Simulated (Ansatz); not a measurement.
# CH9NOSi2: one species, many methods

Aim: compute CH9NOSi2 with functionals from several rungs and with coupled cluster. The yardstick is the atomisation energy at the CCSD(T) limit.

Computed with Ansatz 0.2.0, Gaussian basis. Level: functionals in def2-TZVPP, the program's frozen cores in correlated methods.

The runs, in order: PBE-D4, r2SCAN-D4, PBE0-D4, B3LYP-D4, ωB97X-V, ωB97M-V, B2PLYP; CCSD(T)/def2-TZVPP; MP2/def2-QZVPP; extrapolation to the limit.

## 1. The relaxed structure

An earlier PBE0-D4 in a triple-zeta def2 set relaxation fixed the geometry.

SMILES `C[SiH2]O[SiH2]N`, 14 atoms, charge 0, spin multiplicity 1.

Atoms are counted from 1 here; the program's logs count them from 0.

Bond lengths: C1–Si2 1.857 Å, C1–H6 1.093 Å, C1–H7 1.093 Å, C1–H8 1.092 Å, Si2–O3 1.638 Å, Si2–H9 1.490 Å, Si2–H10 1.492 Å, O3–Si4 1.639 Å, Si4–N5 1.705 Å, Si4–H11 1.481 Å, Si4–H12 1.484 Å, N5–H13 1.006 Å, N5–H14 1.006 Å. Angles: Si2–C1–H6 110.5°, Si2–C1–H7 110.8°, Si2–C1–H8 110.8°, H6–C1–H7 108.2°, H6–C1–H8 108.2°, H7–C1–H8 108.3°, C1–Si2–O3 109.2°, C1–Si2–H9 110.3°, C1–Si2–H10 110.4°, O3–Si2–H9 109.4°, O3–Si2–H10 109.6°, H9–Si2–H10 107.9°, Si2–O3–Si4 142.6°, O3–Si4–N5 116.0°, O3–Si4–H11 105.5°, O3–Si4–H12 108.2°, N5–Si4–H11 108.3°, N5–Si4–H12 106.4° and more.

## 2. PBE-D4 (GGA)

in.yaml

```yaml
crystal:
  periodic: [false, false, false]
  atoms:
    - {symbol: C, position_ang: [-2.204477, 1.142327, 1.078192]}
    - {symbol: Si, position_ang: [-0.667806, 0.984099, 0.047209]}
    - {symbol: O, position_ang: [-0.014314, -0.500120, 0.277074]}
    - {symbol: Si, position_ang: [1.037896, -1.574845, -0.375084]}
    - {symbol: N, position_ang: [2.517593, -0.932145, -0.926982]}
    - {symbol: H, position_ang: [-2.651002, 2.132048, 0.949557]}
    - {symbol: H, position_ang: [-1.975647, 1.006633, 2.137821]}
    - {symbol: H, position_ang: [-2.945303, 0.393220, 0.789389]}
    - {symbol: H, position_ang: [0.323878, 2.026154, 0.433961]}
    - {symbol: H, position_ang: [-0.988628, 1.171159, -1.397451]}
    - {symbol: H, position_ang: [1.326650, -2.549667, 0.701351]}
    - {symbol: H, position_ang: [0.388558, -2.202538, -1.552793]}
    - {symbol: H, position_ang: [2.605923, -0.512629, -1.837107]}
    - {symbol: H, position_ang: [3.233779, -0.612794, -0.296437]}
basis:
  gaussian: {orbitals: def2-TZVPP}
hamiltonian: {xc: pbe, dispersion: d4}
output: {forces: true, orbitals: {seedname: orbitals}}
```

Run with:

```console
> ansatz run in.yaml --threads 4 --pin off --events-out ev --progress --plain --max-ram 10444MiB
```

After this run come: r2SCAN-D4 (meta-GGA); PBE0-D4 (hybrid); B3LYP-D4 (hybrid); ωB97X-V (range-separated); ωB97M-V (range-separated); B2PLYP (double hybrid); CCSD(T) in def2-TZVPP; MP2 in def2-QZVPP.

**Question.** What will the summary of the whole plan be? Wanted: atomisation energy, CCSD(T)/CBS; farthest; mean size of error, hybrid; mean size of error, range-separated; gap, smallest and largest; T1 diagnostic; triples share of the correlation energy.

**Answer**, as computed:

| quantity | value |
| --- | --- |
| atomisation energy, CCSD(T)/CBS | 1206.5 kcal/mol |
| functionals within 6.0 kcal/mol (0.5 %) | PBE-D4, B3LYP-D4, ωB97X-V, ωB97M-V |
| farthest | B2PLYP (-15.9 kcal/mol) |
| mean size of error, hybrid | 9.0 kcal/mol |
| mean size of error, range-separated | 1.6 kcal/mol |
| gap, smallest and largest | 5.99 eV (PBE-D4), 12.65 eV (ωB97X-V) |
| T1 diagnostic | 0.0107 |
| triples share of the correlation energy | 3.4 % |

What this shows: PBE-D4 is off by -2.8 kcal/mol. Double hybrids carry the basis error of their MP2 part in triple zeta, and no dispersion term here, so their miss is partly the set-up's. The reference freezes the cores and leaves out relativity and excitations past (T), so misses under about 6.0 kcal/mol can't be ranked. Hartree-Fock recovers 74 % of the binding; the rest is correlation. Orbital gaps span 6.0 to 12.7 eV; exact exchange widens them.
